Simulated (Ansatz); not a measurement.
# C10H14Si: the cost of one run

Computed with Ansatz 0.2.0 (DFT PBE, Gaussian basis def2-TZVP, unless a step's input says otherwise).

## (1) Starting point

Bond lengths (14 of 26 bonds, heavy atoms first): C1–Si2 1.886 Å, Si2–C3 1.901 Å, C3–C4 1.565 Å, Si2–C5 1.901 Å, C4–C5 1.565 Å, Si2–C6 1.886 Å, C6–C7 1.407 Å, C7–C8 1.397 Å, C8–C9 1.397 Å, C9–C10 1.397 Å, C6–C11 1.407 Å, C10–C11 1.397 Å, C1–H12 1.100 Å, C1–H13 1.100 Å. Angles (14 of 48 angles, heavy atoms first): C1–Si2–C3 113.7°, C1–Si2–C5 113.7°, C1–Si2–C6 110.0°, C3–Si2–C5 79.1°, C3–Si2–C6 118.7°, C5–Si2–C6 118.7°, Si2–C3–C4 86.4°, C3–C4–C5 101.4°, Si2–C5–C4 86.4°, Si2–C6–C7 121.1°, Si2–C6–C11 121.1°, C7–C6–C11 117.9°, C6–C7–C8 121.2°, C7–C8–C9 120.0°.

Structure file:

```xyz
25

C    -1.4938    1.7744   -0.9955
Si   -0.9427    0.2469   -0.0364
C    -1.7674    0.0744    1.6680
C    -2.8278   -0.8289    0.9551
C    -2.0442   -1.2760   -0.3234
C     0.9290    0.0478   -0.1616
C     1.7876    0.6493    0.7767
C     3.1748    0.5217    0.6745
C     3.7330   -0.2159   -0.3725
C     2.8986   -0.8257   -1.3126
C     1.5121   -0.6943   -1.2049
H    -1.2166    1.6901   -2.0571
H    -2.5839    1.9092   -0.9354
H    -1.0136    2.6805   -0.5966
H    -1.1473   -0.5134    2.3615
H    -2.1648    0.9427    2.2087
H    -3.2039   -1.6605    1.5713
H    -3.6996   -0.2230    0.6654
H    -1.4958   -2.2132   -0.1452
H    -2.6435   -1.3926   -1.2353
H     1.3674    1.2234    1.6078
H     3.8224    0.9958    1.4151
H     4.8169   -0.3194   -0.4530
H     3.3296   -1.4079   -2.1298
H     0.8736   -1.1856   -1.9450
```

## (2) Relaxing the atoms: C10H14Si

Input file input.yaml:

```yaml
relax:
  f_tol: 0.001
  max_steps: 200
crystal:
  periodic: [false, false, false]
  atoms:
    - { symbol: C, position_ang: [-1.493768, 1.774354, -0.995538] }
    - { symbol: Si, position_ang: [-0.942708, 0.246904, -0.036385] }
    - { symbol: C, position_ang: [-1.767354, 0.074424, 1.668034] }
    - { symbol: C, position_ang: [-2.82784, -0.828889, 0.955147] }
    - { symbol: C, position_ang: [-2.044181, -1.275983, -0.323446] }
    - { symbol: C, position_ang: [0.929049, 0.047826, -0.161574] }
    - { symbol: C, position_ang: [1.787565, 0.649298, 0.776696] }
    - { symbol: C, position_ang: [3.1748, 0.521675, 0.674481] }
    - { symbol: C, position_ang: [3.73298, -0.215927, -0.372483] }
    - { symbol: C, position_ang: [2.898597, -0.825657, -1.312584] }
    - { symbol: C, position_ang: [1.512128, -0.694297, -1.204858] }
    - { symbol: H, position_ang: [-1.216633, 1.690104, -2.057073] }
    - { symbol: H, position_ang: [-2.583885, 1.909198, -0.935445] }
    - { symbol: H, position_ang: [-1.013617, 2.680464, -0.596565] }
    - { symbol: H, position_ang: [-1.147349, -0.513395, 2.361494] }
    - { symbol: H, position_ang: [-2.16481, 0.942727, 2.208671] }
    - { symbol: H, position_ang: [-3.203889, -1.660464, 1.571305] }
    - { symbol: H, position_ang: [-3.699647, -0.22295, 0.66545] }
    - { symbol: H, position_ang: [-1.495797, -2.213178, -0.145218] }
    - { symbol: H, position_ang: [-2.643535, -1.392571, -1.235253] }
    - { symbol: H, position_ang: [1.367441, 1.223429, 1.607829] }
    - { symbol: H, position_ang: [3.822367, 0.995763, 1.41514] }
    - { symbol: H, position_ang: [4.816866, -0.319387, -0.452993] }
    - { symbol: H, position_ang: [3.329615, -1.407907, -2.129828] }
    - { symbol: H, position_ang: [0.873595, -1.185579, -1.945014] }
basis:
  gaussian: { orbitals: def2-TZVP }
hamiltonian:
  xc: pbe
```

Command:

```console
$ ansatz run input.yaml --threads 12 --pin off --max-ram 12288MiB --backend cpu --events-out ev --progress --plain --runs-dir out
```

**Question.** How long does this run take on 12 threads of Arm Neoverse N1, shared host, and how much memory does it need?

About 8.3 s, with a peak of 1.1 GiB.
